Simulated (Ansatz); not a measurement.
# W12C12SO2: the cost of one run

Program: Ansatz 0.2.0. Level of theory: DFT PBE+D3(BJ), scalar-relativistic, plane waves, PAW. These are calculated values, not measurements.

2 further runs of the same task are left out: 2 set aside as unsound or not needed.

### Step 1. The system as given

It takes space group Pmm2 (No. 25, orthorhombic). The conventional cell has a = 2.833 Å, b = 2.902 Å, c = 21.864 Å, α = 90.00°, β = 90.00°, γ = 90.00°. C (site symmetry mm2) is surrounded by 4 W at 2.19 Å. W (site symmetry mm2) has 6 C at 2.19 Å as nearest neighbours. C (site symmetry mm2) is surrounded by 6 W at 2.19 to 2.20 Å. Around W (site symmetry mm2) lie 6 C at 2.20 to 2.21 Å. Around C (site symmetry mm2) lie 6 W at 2.17 to 2.21 Å. W (site symmetry mm2) has 4 C at 2.17 Å as nearest neighbours.

Structure file:

```
C W
1.0
     5.66533    0.00000    0.00000
     0.00000    5.80381    0.00000
     0.00000    0.00000   21.86396
C W
12 12
Cartesian
  1.4163 0.0000 8.0000
  1.4163 2.9019 8.0000
  4.2490 0.0000 8.0000
  4.2490 2.9019 8.0000
  1.4163 4.3529 10.5131
  1.4163 1.4510 10.5131
  4.2490 4.3529 10.5131
  4.2490 1.4510 10.5131
  1.4163 2.9019 13.0544
  1.4163 0.0000 13.0544
  4.2490 2.9019 13.0544
  4.2490 0.0000 13.0544
  0.0000 4.3529 8.8377
  0.0000 1.4510 8.8377
  2.8327 4.3529 8.8377
  2.8327 1.4510 8.8377
  0.0000 2.9019 11.3612
  0.0000 0.0000 11.3612
  2.8327 2.9019 11.3612
  2.8327 0.0000 11.3612
  0.0000 1.4510 13.8354
  0.0000 4.3529 13.8354
  2.8327 1.4510 13.8354
  2.8327 4.3529 13.8354
```

Miller indices refer to the conventional cell of the relaxed bulk, P-6m2 (No. 187): a = 2.902 Å, b = 2.902 Å, c = 2.833 Å, α = 90.00°, β = 90.00°, γ = 120.00°.

This (100) slab, 5.9 Å thick as cut, with 16 Å of vacuum, in a 2×2 surface cell; its outer planes are W (top) and C (bottom), was relaxed beforehand with its lower half held: -127624.2346 eV, work function 5.31 eV (top face), 5.91 eV (bottom face), dipole along +c 0.108 e·Å per cell.

### Step 2. SO2, donor, over a bridge (W-C) site

The input, input.yaml:

```yaml
crystal:
  lattice:
    - [5.6653313018, 0.0, 0.0]
    - [0.0, 5.8038113749, 0.0]
    - [0.0, 0.0, 26.1526561044]
  atoms:
    - { symbol: C, position: [0.25, 0.0, 0.3058962718] }
    - { symbol: C, position: [0.25, 0.5, 0.3058962718] }
    - { symbol: C, position: [0.75, 0.0, 0.3058962718] }
    - { symbol: C, position: [0.75, 0.5, 0.3058962718] }
    - { symbol: W, position: [0.0, 0.75, 0.3379277417] }
    - { symbol: W, position: [0.0, 0.25, 0.3379277417] }
    - { symbol: W, position: [0.5, 0.75, 0.3379277417] }
    - { symbol: W, position: [0.5, 0.25, 0.3379277417] }
    - { symbol: C, position: [0.25, 0.75, 0.4019906813] }
    - { symbol: C, position: [0.25, 0.25, 0.4019906813] }
    - { symbol: C, position: [0.75, 0.75, 0.4019906813] }
    - { symbol: C, position: [0.75, 0.25, 0.4019906813] }
    - { symbol: W, position: [0.0, 0.5, 0.4344191606] }
    - { symbol: W, position: [0.0, 0.0, 0.4344191606] }
    - { symbol: W, position: [0.5, 0.5, 0.4344191606] }
    - { symbol: W, position: [0.5, 0.0, 0.4344191606] }
    - { symbol: C, position: [0.25, 0.5, 0.4991621779] }
    - { symbol: C, position: [0.25, 0.0, 0.4991621779] }
    - { symbol: C, position: [0.75, 0.5, 0.4991621779] }
    - { symbol: C, position: [0.75, 0.0, 0.4991621779] }
    - { symbol: W, position: [0.0, 0.25, 0.5290251653] }
    - { symbol: W, position: [0.0, 0.75, 0.5290251653] }
    - { symbol: W, position: [0.5, 0.25, 0.5290251653] }
    - { symbol: W, position: [0.5, 0.75, 0.5290251653] }
    - { symbol: O, position: [-0.125, 0.125, 0.6406773045] }
    - { symbol: S, position: [-0.0713540226, 0.1799267527, 0.6892956932] }
    - { symbol: O, position: [-0.1786459774, 0.0700732473, 0.7281904042] }
basis:
  ecutwfc: 420
kpoints:
  mp_grid: { grid: [4, 3, 1] }
hamiltonian:
  xc: pbe
  dispersion: d3bj
scf:
  occupations: { method: gaussian, width: 0.1 }
output:
  forces: true
  eigenvalues: true
relax:
  adjacent_minimum: "off"
  f_tol: 0.04
  max_steps: 100
  constraints: [{ sites: [0, 1, 2, 3, 4, 5, 6, 7, 8, 9, 10, 11] }]
efield:
  axis: 3
  dipole_correction: true
  ramp_width: 0.04
```

On the command line:

```
> ansatz run input.yaml --threads 4 --pin off --max-ram 12288MiB --backend cpu --events-out ev --progress --plain --runs-dir out
```

What time and memory should one allow on 4 threads of Intel Xeon Platinum 8488C (Sapphire Rapids), shared host?

About 15 min, with a peak of 3 GiB.
